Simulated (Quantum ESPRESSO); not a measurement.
# LiTaO2: zone-centre phonons under several settings

```
Li Ta O
1.0
     1.51597    0.87524    5.50354
    -1.51597    0.87524    5.50354
     0.00000   -1.75049    5.50354
Li Ta O
1 1 2
Direct
  0.50000 0.50000 0.50000
  0.00000 0.00000 0.00000
  0.26670 0.26670 0.26670
  0.73330 0.73330 0.73330
```

The cell comes from a database or a generator and needn't be the stable form of this composition.

All runs used Quantum ESPRESSO 7.5; potentials PseudoDojo 0.4.1 SR LDA standard; k mesh 4 × 4 × 4, shifted; no spin polarisation; cutoff 1143 eV; occupations smeared at first, fixed for the response.

| level | geometry | volume (Å³/atom) | pressure (GPa) | lowest optical mode without the field (cm⁻¹) | highest optical mode without the field (cm⁻¹) |
| --- | --- | --- | --- | --- | --- |
| LDA | relaxed at 0 GPa | ? | 0.0 | ? | ? |
| LDA | relaxed at 10 GPa | 8.56 | 10.0 | 291 | 684 |

Q: What stands in the row left open?

A: Volume 9.01 Å³/atom; lowest optical mode without the field 245 cm⁻¹; highest optical mode without the field 651 cm⁻¹.

Caveats: all runs use coarse meshes; the volume moved by over 15 % at a fixed basis, so the end points are rough; the cell is more than 3 GPa from zero pressure, which shifts response properties (some runs).

For the row left open. Caveat: the k mesh is coarse (spacing up to 0.61 Å⁻¹), so the values aren't converged; the volume moved by over 15 % at a fixed basis, so the end points are rough.
